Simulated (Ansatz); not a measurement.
# C2H9Si2: the cost of one run

Method: the settings change from run to run; program: Ansatz 0.2.0, Gaussian basis.

### 1 The geometry

The structure was relaxed beforehand with PBE0-D4 in a triple-zeta def2 set.

SMILES `C[SiH][SiH2]C`, 13 atoms, charge 0, spin multiplicity 2.

Atoms are counted from 1 here; the program's logs count them from 0.

Bond lengths: C1–Si2 1.883 Å, C1–H5 1.092 Å, C1–H6 1.094 Å, C1–H7 1.092 Å, Si2–Si3 2.329 Å, Si2–H8 1.494 Å, Si3–C4 1.881 Å, Si3–H9 1.490 Å, Si3–H10 1.492 Å, C4–H11 1.092 Å, C4–H12 1.093 Å, C4–H13 1.092 Å. Angles: Si2–C1–H5 110.8°, Si2–C1–H6 110.8°, Si2–C1–H7 110.8°, H5–C1–H6 108.2°, H5–C1–H7 108.3°, H6–C1–H7 107.9°, C1–Si2–Si3 115.2°, C1–Si2–H8 110.3°, Si3–Si2–H8 112.9°, Si2–Si3–C4 114.4°, Si2–Si3–H9 108.1°, Si2–Si3–H10 107.6°, C4–Si3–H9 109.7°, C4–Si3–H10 109.3°, H9–Si3–H10 107.6°, Si3–C4–H11 110.7°, Si3–C4–H12 110.5°, Si3–C4–H13 110.8° and more.

As a file:

| atom | x (Å) | y (Å) | z (Å) |
| --- | --- | --- | --- |
| C1 | -2.1683 | 0.3754 | 0.7733 |
| Si2 | -1.0330 | -1.0936 | 0.4614 |
| Si3 | 1.2364 | -0.5859 | 0.3380 |
| C4 | 1.7006 | 0.5570 | -1.0822 |
| H5 | -1.8413 | 0.9376 | 1.6503 |
| H6 | -2.1718 | 1.0539 | -0.0852 |
| H7 | -3.1948 | 0.0433 | 0.9431 |
| H8 | -1.5162 | -1.8810 | -0.7130 |
| H9 | 1.9903 | -1.8660 | 0.2197 |
| H10 | 1.6277 | 0.0497 | 1.6297 |
| H11 | 1.4411 | 0.1059 | -2.0422 |
| H12 | 2.7750 | 0.7581 | -1.0766 |
| H13 | 1.1747 | 1.5108 | -1.0012 |

### 2 r2SCAN0/cc-pVTZ-DK

Options: relativity set to scalar, the search for lower states set to light.

File in.yaml:

```yaml
crystal:
  periodic: [false, false, false]
  atoms:
    - {symbol: C, position_ang: [-2.168295, 0.375364, 0.773346]}
    - {symbol: Si, position_ang: [-1.033010, -1.093556, 0.461358]}
    - {symbol: Si, position_ang: [1.236369, -0.585872, 0.337992]}
    - {symbol: C, position_ang: [1.700642, 0.557008, -1.082243]}
    - {symbol: H, position_ang: [-1.841311, 0.937649, 1.650309]}
    - {symbol: H, position_ang: [-2.171783, 1.053897, -0.085200]}
    - {symbol: H, position_ang: [-3.194798, 0.043337, 0.943069]}
    - {symbol: H, position_ang: [-1.516237, -1.880972, -0.713015]}
    - {symbol: H, position_ang: [1.990259, -1.866028, 0.219685]}
    - {symbol: H, position_ang: [1.627715, 0.049694, 1.629652]}
    - {symbol: H, position_ang: [1.441081, 0.105874, -2.042229]}
    - {symbol: H, position_ang: [2.774968, 0.758139, -1.076624]}
    - {symbol: H, position_ang: [1.174699, 1.510766, -1.001200]}
basis:
  gaussian: {orbitals: cc-pVTZ-DK}
magnetization: {spin_polarized: true, initial_magnetization: 1}
hamiltonian: {xc: {name: r2SCAN0}, pseudopotentials: {relativity: scalar}}
scf: {lower_state_search: light}
output: {forces: true}
```

Launch:

```sh
$ ansatz run in.yaml --threads 2 --pin off --events-out ev --progress --plain --max-ram 32768MiB --backend cpu
```

Q: Estimate wall time and peak memory on 2 threads of AMD EPYC 7R13, shared host.

About 14 s, with a peak of 0.94 GiB.
